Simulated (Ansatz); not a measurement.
# Ti6Tl3W: the cost of one run

Computed with Ansatz 0.2.0 (DFT PBE, scalar-relativistic, plane waves, PAW, unless a step's input says otherwise).

1 further run of the same task is left out (it didn't finish). Runs told in other sessions of the task aren't counted.

## 1. Starting point

Symmetry: Fm-3m, No. 225, cubic system. Conventional cell: a = 8.742 Å, b = 8.742 Å, c = 8.742 Å, α = 90.00°, β = 90.00°, γ = 90.00°. Ti (site symmetry 4mm) is surrounded by 1 W at 1.90 Å and 1 Tl at 2.47 Å. Tl (site symmetry -43m) has 12 Ti at 3.10 Å in its first shell of neighbours. Tl (site symmetry m-3m) has 6 Ti at 2.47 Å in its first shell of neighbours. Around W (site symmetry m-3m) lie 6 Ti at 1.90 Å.

Coordinates:

```cif
data_structure
_symmetry_space_group_name_H-M 'Fm-3m'
_symmetry_Int_Tables_number 225
_cell_length_a 8.7420
_cell_length_b 8.7420
_cell_length_c 8.7420
_cell_angle_alpha 90.000
_cell_angle_beta 90.000
_cell_angle_gamma 90.000
_cell_volume 668.09
loop_
_atom_site_label
_atom_site_type_symbol
_atom_site_symmetry_multiplicity
_atom_site_Wyckoff_symbol
_atom_site_fract_x
_atom_site_fract_y
_atom_site_fract_z
_atom_site_occupancy
Ti1 Ti 24 e 0.21786 0.00000 0.00000 1
Tl1 Tl 8 c 0.25000 0.75000 0.75000 1
Tl2 Tl 4 b 0.50000 0.00000 0.00000 1
W1 W 4 a 0.00000 0.00000 0.00000 1
```

A structure generator made this guess: species swapped into a database cell of K3GaF6 (Fm-3m, No. 225), with Tl on the K sites, W on the Ga sites and Ti on the F sites. The dimensions are guesses.

## 2. Probe: one point on a coarse mesh

Input file input.yaml:

```yaml
crystal:
  lattice:
    - [0.0, 4.37101417, 4.37101417]
    - [4.37101417, 0.0, 4.37101417]
    - [4.37101417, 4.37101417, 0.0]
  atoms:
    - { symbol: Ti, position: [0.78213795, 0.21786205, 0.21786205] }
    - { symbol: Ti, position: [0.21786205, 0.78213795, 0.78213795] }
    - { symbol: Ti, position: [0.21786205, 0.78213795, 0.21786205] }
    - { symbol: Ti, position: [0.78213795, 0.21786205, 0.78213795] }
    - { symbol: Ti, position: [0.21786205, 0.21786205, 0.78213795] }
    - { symbol: Ti, position: [0.78213795, 0.78213795, 0.21786205] }
    - { symbol: Tl, position: [0.25, 0.25, 0.25] }
    - { symbol: Tl, position: [0.75, 0.75, 0.75] }
    - { symbol: Tl, position: [0.5, 0.5, 0.5] }
    - { symbol: W, position: [0.0, 0.0, 0.0] }
basis:
  ecutwfc: 420
kpoints:
  mp_grid: { grid: [4, 4, 4] }
hamiltonian:
  xc: pbe
scf:
  occupations: { method: gaussian, width: 0.1 }
  lower_state_search: "off"
output:
  forces: true
  stress: true
  eigenvalues: true
```

Launch:

```bash
ansatz run input.yaml --threads 1 --pin off --max-ram 2560MiB --backend cpu --events-out ev --progress --plain --runs-dir out
```

Q: Estimate wall time and peak memory on 1 thread of AMD EPYC 9R45 (Zen 5), shared host.

About 2.1 s, with a peak of 0.53 GiB.
